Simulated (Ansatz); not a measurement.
**WNH₂ (octet): from Hartree-Fock to the top rungs, def2-SVP**

The task here is to estimate one member of a computed series from the others.

Computed with Ansatz 0.2.0, Gaussian basis. Level: def2-SVP, core rule «outside noble gas», up to 5 orbitals frozen.

The runs, in order: UHF; CCSD(T) on ROHF; CCSD(T) on UHF; CISD as a restricted active space (open shells left free, so some higher excitations enter); CCSDT(Q) on ROHF; CCSDT(Q) on UHF; CASSCF and MRCISD+Q, 11 electrons in 11 orbitals; CASSCF and NEVPT2, 11 electrons in 11 orbitals.

30 further runs of the same task are left out: 8 for a known fault of the program, 9 that didn't finish, 13 set aside as unsound or not needed. Runs told in other sessions of the task aren't counted.

## The geometry

The geometry is a PBE0/def2-TZVP stationary point (not a proven minimum) of the parent state, kept for this charge and spin. No spin-orbit coupling is included. Elements past krypton take def2 core potentials.

4 atoms, charge 0, spin multiplicity 8.

Atoms are counted from 1 here; the program's logs count them from 0.

Bond lengths: W1–N2 1.963 Å, N2–H3 1.010 Å, N2–H4 1.010 Å. Angles: W1–N2–H3 124.3°, W1–N2–H4 124.3°, H3–N2–H4 111.3°.

Geometry (Å):

```
W     0.00000    0.00000    0.16307
N     0.00000    0.00000   -1.79943
H     0.00000    0.83375   -2.36903
H     0.00000   -0.83375   -2.36903
```

The first run:

File in.yaml:

```yaml
crystal:
  periodic: [false, false, false]
  atoms:
    - {symbol: W, position_ang: [0.000000, 0.000000, 0.163075]}
    - {symbol: N, position_ang: [0.000000, 0.000000, -1.799428]}
    - {symbol: H, position_ang: [0.000000, 0.833754, -2.369029]}
    - {symbol: H, position_ang: [0.000000, -0.833754, -2.369029]}
basis:
  gaussian: {orbitals: def2-SVP}
magnetization: {spin_polarized: true, initial_magnetization: 7}
hamiltonian: {xc: hf}
output: {orbitals: {seedname: orbitals}}
```

Run with:

```
ansatz run in.yaml --threads 1 --pin off --events-out ev --progress --plain --max-ram 2393MiB
```

Among the steps run: UHF; CCSD(T) on ROHF; CCSD(T) on UHF; CISD as a restricted active space (open shells left free, so some higher excitations enter); CCSDT(Q) on ROHF; CCSDT(Q) on UHF; CASSCF and MRCISD+Q, 11 electrons in 11 orbitals; CASSCF and NEVPT2, 11 electrons in 11 orbitals.

One table of the session follows, with a row left open; its other results are not shown here.

It belongs to the step «Misses and costs». 

```
          method  from RCCSDT(Q) (meV)
            ROHF                     ?
             UHF               +6380.0
            RMP2                +806.6
            UMP2                +718.0
           RCCSD                +145.5
           UCCSD                 +47.5
        RCCSD(T)                 +21.9
        UCCSD(T)                 -74.6
          RCCSDT                  +7.1
          UCCSDT                 -89.3
       RCCSDT(Q)                     0
       UCCSDT(Q)                 -96.5
  CASSCF valence               +5407.5
  NEVPT2 valence               +1137.6
  MRCISD valence                +409.6
MRCISD+Q valence                 +58.4
```

**Question.** Estimate the row for ROHF.

As computed: from RCCSDT(Q) (meV): +6598.0. In the column «from RCCSDT(Q) (meV)» it is the highest.

Not comparable, so not listed: CISD as a restricted active space (open shells left free, so some higher excitations enter) (they don't share determinant, frozen orbitals or solution with the rows shown, or repeat one).

Limits of these values: Restricted and unrestricted rows rest on different reference determinants; a gap between their highest levels can come from leftover correlation error, from unlike frozen cores or from another state.
